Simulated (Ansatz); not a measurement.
# Si5O12: the cost of one run

Program: Ansatz 0.2.0. Level of theory: DFT PBE, scalar-relativistic, plane waves, PAW. These are calculated values, not measurements.

1 further run of the same task is left out (set aside as unsound or not needed).

## (1) The structure to begin with

It takes space group P3_121 (No. 152, trigonal). The conventional cell has a = 5.020 Å, b = 5.020 Å, c = 5.510 Å, α = 90.00°, β = 90.00°, γ = 120.00°. Around Si (site symmetry 2) lie 4 O at 1.63 Å. O (site symmetry 1) is surrounded by 2 Si at 1.63 Å.

Structure file:

```xyz
9
Lattice="5.0203 0.0000 0.0000 -2.5101 4.3477 0.0000 0.0000 0.0000 5.5096" Properties=species:S:1:pos:R:3 pbc="T T T"
Si    1.3140    2.2760    0.0000
Si   -1.1961    2.0717    3.6731
Si    2.3922    0.0000    1.8365
O     0.2436    1.8020    4.3779
O     0.8278    3.6577    0.7048
O    -1.0714    3.2357    2.5413
O     1.4388    1.1120    1.1317
O     3.3379    0.6900    2.9682
O     2.7537    2.5457    4.8048
```

It goes back to an entry of the Materials Project, which need not be the stable form.

This cell was relaxed beforehand with the same method: volume 13.36 Å³/atom, gap on the mesh 5.68 eV.

Its energy, with the smearing taken to zero, is -5322.2226 eV for the 9-atom cell on a 6×6×4 mesh; differences below count from it.

## (2) Cell: 1 of 6 Si atoms taken out at random

From a supercell with 6 Si sites, 1 are emptied at random; the cell stays neutral and all atoms are shaken by 0.02 Å.

The cell holds 5 Si, 12 O: a = 5.020 Å, b = 5.510 Å, c = 8.695 Å, α = 90.00°, β = 90.00°, γ = 90.00°.

## (3) Relaxation without symmetry, coarse mesh

A cheap relaxation: coarse mesh, no symmetry, loose thresholds.

File input.yaml:

```yaml
crystal:
  lattice:
    - [-2.510131513, 4.3476753142, 0.0]
    - [0.0, 0.0, 5.509585875]
    - [7.530394539, 4.3476753143, 0.0]
  atoms:
    - { symbol: Si, position: [0.2651054614, 0.0009897031, 0.2594188697] }
    - { symbol: Si, position: [0.7572058437, 0.0002035957, 0.7649430558] }
    - { symbol: Si, position: [0.4795425115, 0.6665827904, 0.9983327433] }
    - { symbol: Si, position: [0.7621764177, 0.3315891128, 0.2379002667] }
    - { symbol: Si, position: [0.2593498841, 0.3355445988, 0.7408390394] }
    - { symbol: O, position: [0.2898641145, 0.7945029808, 0.1314189022] }
    - { symbol: O, position: [0.7855087138, 0.7946780993, 0.6318710727] }
    - { symbol: O, position: [0.5539287823, 0.121272244, 0.292742472] }
    - { symbol: O, position: [0.0583200036, 0.1336515557, 0.7919343902] }
    - { symbol: O, position: [0.6663991806, 0.4643454587, 0.0822522826] }
    - { symbol: O, position: [0.1590165052, 0.4588332907, 0.5780516854] }
    - { symbol: O, position: [0.0423982378, 0.2085795518, 0.2066853457] }
    - { symbol: O, position: [0.54939655, 0.2057749661, 0.7106159045] }
    - { symbol: O, position: [0.7824280156, 0.5416614474, 0.3729186015] }
    - { symbol: O, position: [0.2952154708, 0.5355435982, 0.8739486557] }
    - { symbol: O, position: [0.1654720433, 0.871662858, 0.4215604001] }
    - { symbol: O, position: [0.6711655514, 0.8680356433, 0.9161751421] }
  symmetry: { detect: false }
basis:
  ecutwfc: 420
kpoints:
  mp_grid: { grid: [3, 3, 2], shift: [0.0, 0.0, 0.5] }
hamiltonian:
  xc: pbe
scf:
  occupations: { method: gaussian, width: 0.1 }
  lower_state_search: "off"
output:
  forces: true
  stress: true
  eigenvalues: true
relax:
  adjacent_minimum: "off"
  f_tol: 0.04
  max_steps: 50
  cell: { stress_tol: 0.3 }
```

The run is started by

```console
$ ansatz run input.yaml --threads 4 --pin off --max-ram 9216MiB --backend cpu --events-out ev --progress --plain --runs-dir out
```

What time and memory should one allow on 4 threads of Intel Xeon 6975P-C (Granite Rapids), shared host?

About 55 s, with a peak of 0.68 GiB.
